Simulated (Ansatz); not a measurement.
# CuAs2 and its elements: a formation energy from the elements

Computed with the Ansatz DFT code, driven from Python.

Notebook, run cell by cell (the value of a cell's last expression is shown):

```python
from collections import Counter
import warnings

import ansatz
import numpy as np
```

```python
VDW = "d3bj"
ECUT = 520
KSPACING = 0.3
FILLING = "cold"
WIDTH_EV = 0.05
```

```python
PHASES = {
    "CuAs2": (
        [[-2.133382, 2.133382, 3.033085], [2.133382, -2.133382, 3.033085], [2.133382, 2.133382, -3.033085]],
        [
            ("Cu", [0.0, 0.0, 0.0]),
            ("As", [0.75, 0.25, 0.5]),
            ("As", [0.25, 0.75, 0.5]),
        ],
    ),
    "Cu": (
        [[0.0, 1.8075, 1.8075], [1.8075, 0.0, 1.8075], [1.8075, 1.8075, 0.0]],
        [
            ("Cu", [0.0, 0.0, 0.0]),
        ],
    ),
    "As": (
        [[1.8807969, 1.0858786, 3.51406199], [-1.8807969, 1.0858786, 3.51406199], [0.0, -2.17175719, 3.51406199]],
        [
            ("As", [0.774, 0.774, 0.774]),
            ("As", [0.226, 0.226, 0.226]),
        ],
    ),
}
```

```python
def build(vectors, sites):
    crystal = ansatz.Crystal(lattice=ansatz.Lattice.of(vectors))
    for symbol, position in sites:
        crystal = crystal.atom(symbol, position)
    return crystal
```

```python
def ground_state(name, crystal):
    calc = (
        crystal.calculation()
        .functional(ansatz.Functional.PBESOL, dispersion=VDW)
        .basis(ECUT)
        .kpoints(spacing=KSPACING)
        .occupations(FILLING, width=WIDTH_EV)
        .stress()
    )
    calc = calc.relax(force_tolerance=0.02, max_steps=40, cell=True)
    return calc.run(threads=1, backend="cpu")
```

```python
def counts(outcome):
    return Counter(site.symbol for site in outcome.lattice.sites)
```

```python
def formation_energy(outcome, mu):
    n = counts(outcome)
    return (outcome.report["energy_sigma0_ev"] - sum(k * mu[element] for element, k in n.items())) / sum(n.values())
```

```python
def volume_per_atom(outcome):
    return abs(np.linalg.det(outcome.lattice.cell_ang)) / len(outcome.lattice.sites)
```

```python
warnings.simplefilter("ignore", ansatz.DeckWarning)
```

```python
phases = {name: build(*cell) for name, cell in PHASES.items()}
```

```python
done = {name: ground_state(name, crystal) for name, crystal in phases.items()}
```

    

```python
references = {"Cu": "Cu", "As": "As"}
mu = {element: done[name].report["energy_sigma0_ev"] / len(done[name].lattice.sites) for element, name in references.items()}
```

```python
target = done["CuAs2"]
heat = formation_energy(target, mu)
rows = [(name, len(o.lattice.sites), volume_per_atom(o), formation_energy(o, mu)) for name, o in done.items()]
print("     phase       atoms  V (A^3/atom)  E_form (eV/atom)")
for row in rows:
    print(f"{str(row[0]):>10}  {row[1]:10d}  {row[2]:12.3f}  {row[3]:16.4f}")
```

         phase       atoms  V (A^3/atom)  E_form (eV/atom)
         CuAs2           3        16.959            0.1862
            Cu           1        10.798            0.0000
            As           2        19.857            0.0000

Notes:
- Dispersion corrections can be off by several per cent in the lattices of metals, and by several GPa in the pressure at a fixed cell.
- For the metals among these phases the mesh is modest: differences between phases can be off by up to 40 meV an atom.
- The cells come from databases of deposited and of computed structures, and not all need be stable phases.
- The compound is the structure given, not necessarily its lowest; energies are at zero temperature, with no correction for gases. A semilocal functional's error on such energies is often 0.05 to 0.1 eV an atom, and 0.1 to 0.3 eV against gases such as O2 or F2.
- It ran for 46 s on 1 thread of Arm Neoverse V1, with other jobs on the host, peak memory 0.47 GiB.

(Lines on the test bed's own set-up are left out of the output.)
